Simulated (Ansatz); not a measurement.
# Al2Si2H6 (SMILES [SiH3][Al]1[AlH][SiH2]1) at B3LYP/def2-SVP

Aim: the vertical ionisation energy of Al2Si2H6 at B3LYP/def2-SVP, from 2 runs. 

Program for the calculation: Ansatz 0.2.0.

44 further runs of the same task are left out: 44 set aside as unsound or not needed. Runs told in other sessions of the task aren't counted.

### 1 Starting point

Al2Si2H6: 10 atoms, total charge 0, spin state singlet. SMILES: `[SiH3][Al]1[AlH][SiH2]1`. Geometry: relaxed at PBE0-D4/def2-TZVP.

Bond lengths: Si1–Al2 2.460 Å, Al2–Al3 2.479 Å, Al2–Si4 2.439 Å, Al3–Si4 2.343 Å, Si1–H5 1.491 Å, Si1–H6 1.491 Å, Si1–H7 1.490 Å, Al3–H8 1.585 Å, Si4–H9 1.581 Å, Si4–H10 1.500 Å. Some angles: Si1–Al2–Al3 164.4°, Si1–Al2–Si4 136.1°, Al3–Al2–Si4 56.9°, Al2–Al3–Si4 60.7°, Al2–Si4–Al3 62.4°, Al2–Si1–H5 110.3°, Al2–Si1–H6 111.0°, Al2–Si1–H7 111.8°, Al2–Al3–H8 149.8°, Si4–Al3–H8 135.8°.

### 2 The energy at B3LYP/def2-SVP

Contents of input.yaml:

```yaml
crystal:
  periodic: [false, false, false]
  atoms:
    - {symbol: Si, position_ang: [-1.426500, 1.264600, -1.412100]}
    - {symbol: Al, position_ang: [-0.140100, -0.429800, -0.177000]}
    - {symbol: Al, position_ang: [0.542000, -2.376000, 1.198900]}
    - {symbol: Si, position_ang: [1.875500, -0.449300, 1.195500]}
    - {symbol: H, position_ang: [-1.958600, 0.687200, -2.679200]}
    - {symbol: H, position_ang: [-2.589700, 1.742300, -0.611500]}
    - {symbol: H, position_ang: [-0.589800, 2.446700, -1.761500]}
    - {symbol: H, position_ang: [0.798300, -3.933700, 1.336500]}
    - {symbol: H, position_ang: [0.619900, 0.509800, 1.257200]}
    - {symbol: H, position_ang: [2.952200, 0.487100, 1.656400]}
basis:
  gaussian: {orbitals: def2-SVP}
total_charge: 0
hamiltonian: {xc: {name: B3LYP}}
accuracy: high
output: {orbitals: {seedname: orbitals}}
```

Run with:

```
$ ansatz run input.yaml --threads 1 --pin off --max-ram 2610MiB --events-out events.jsonl --progress --plain --runs-dir runs
```

The program printed:

```text
Warning: RAYON_NUM_THREADS=1 ignored (pool sized by the plan → 1); use --threads N
Functional definition: B3LYP
  name "B3LYP"
  parameter a0 = 0.2
  parameter ax = 0.72
  parameter ac = 0.81
  exchange = (1 - a0 - ax)*slater_x + ax*b88_x + a0*exact_x
  correlation = (1 - ac)*vwn_rpa_c + ac*lyp_c
2110 factors; integrals over basis functions are off by at most 6.3e-9 eV
mean field evaluation 1: about -29036.5988 eV, gradient 1.8e1 eV
mean field evaluation 2: about -29036.4812 eV, gradient 1.8e1 eV
mean field evaluation 4: about -29038.1089 eV, gradient 1.1e0 eV
mean field evaluation 8: about -29038.2159 eV, gradient 7.0e-2 eV
mean field evaluation 16: about -29038.2159 eV, gradient 1.2e-5 eV
mean field -29038.21593783 eV, -1067.1347529054 hartree, gradient 8.9e-8 eV, S^2 0.000000; 0 other end points of the search recorded, 0 dependent functions left out
reference -29038.21598739 eV, -1067.1347547268 hartree; 30, 30 occupied and 72, 72 virtual orbitals, 2110 factors
Total energy: -29038.21598739 eV, -1067.1347547268 hartree
```

Wall time 4.2 s (1 thread of AMD EPYC 9R45 (Zen 5), shared host); peak memory 0.4 GiB.

### 3 The doublet cation, same level

Contents of in.yaml:

```yaml
crystal:
  periodic: [false, false, false]
  atoms:
    - symbol: Si
      position_ang: [-1.426500, 1.264600, -1.412100]
    - symbol: Al
      position_ang: [-0.140100, -0.429800, -0.177000]
    - symbol: Al
      position_ang: [0.542000, -2.376000, 1.198900]
    - symbol: Si
      position_ang: [1.875500, -0.449300, 1.195500]
    - symbol: H
      position_ang: [-1.958600, 0.687200, -2.679200]
    - symbol: H
      position_ang: [-2.589700, 1.742300, -0.611500]
    - symbol: H
      position_ang: [-0.589800, 2.446700, -1.761500]
    - symbol: H
      position_ang: [0.798300, -3.933700, 1.336500]
    - symbol: H
      position_ang: [0.619900, 0.509800, 1.257200]
    - symbol: H
      position_ang: [2.952200, 0.487100, 1.656400]
basis:
  gaussian:
    orbitals: def2-SVP
total_charge: 1
magnetization:
  spin_polarized: true
  initial_magnetization: 1
hamiltonian:
  xc: {name: B3LYP}
accuracy: high
output: {orbitals: {seedname: orbitals}}
```

Run with:

```
$ ansatz run in.yaml --threads 1 --pin off --max-ram 2610MiB --events-out events.jsonl --progress --plain --runs-dir runs
```

The program printed (excerpt; [...] marks lines left out):

```text
Warning: RAYON_NUM_THREADS=1 ignored (pool sized by the plan → 1); use --threads N
[... 7 set-up lines as earlier in the session ...]
2110 factors; integrals over basis functions are off by at most 6.3e-9 eV
mean field evaluation 1: about -29027.8961 eV, gradient 1.5e1 eV
mean field evaluation 2: about -29028.0721 eV, gradient 1.5e1 eV
mean field evaluation 4: about -29030.2547 eV, gradient 1.4e0 eV
mean field evaluation 8: about -29030.3896 eV, gradient 1.8e-1 eV
mean field evaluation 16: about -29030.4113 eV, gradient 6.3e-2 eV
mean field evaluation 32: about -29030.4143 eV, gradient 2.5e-4 eV
mean field evaluation 64: about -29030.3714 eV, gradient 2.0e-1 eV
mean field -29030.41431600 eV, -1066.8480485914 hartree, gradient 2.7e-8 eV, S^2 0.754739; 3 other end points of the search recorded, 0 dependent functions left out
reference -29030.41436685 eV, -1066.8480504601 hartree; 30, 29 occupied and 72, 73 virtual orbitals, 2110 factors
Total energy: -29030.41436685 eV, -1066.8480504601 hartree
```

Wall time 20 s (1 thread of AMD EPYC 9R45 (Zen 5), shared host); peak memory 0.59 GiB.

### 4 Outcome

Level: B3LYP/def2-SVP.

```
                                          quantity           value
                    singlet Al2Si2H6: total energy  -1067.13475 Eh
                     singlet Al2Si2H6: HOMO energy        -5.96 eV
                     singlet Al2Si2H6: LUMO energy        -1.94 eV
                   singlet Al2Si2H6: HOMO–LUMO gap         4.02 eV
                      doublet cation: total energy  -1066.84805 Eh
doublet cation: HOMO energy (highest over α and β)       -10.90 eV
 doublet cation: LUMO energy (lowest over α and β)        -9.62 eV
                              doublet cation: ⟨S²⟩           0.755
vertical ionisation energy (to the doublet cation)        7.802 eV
```

In words: The vertical ionisation energy comes to 7.80 eV (180 kcal/mol). −ε(HOMO) before ionisation, 5.96 eV, is 1.84 eV below this ionisation energy.
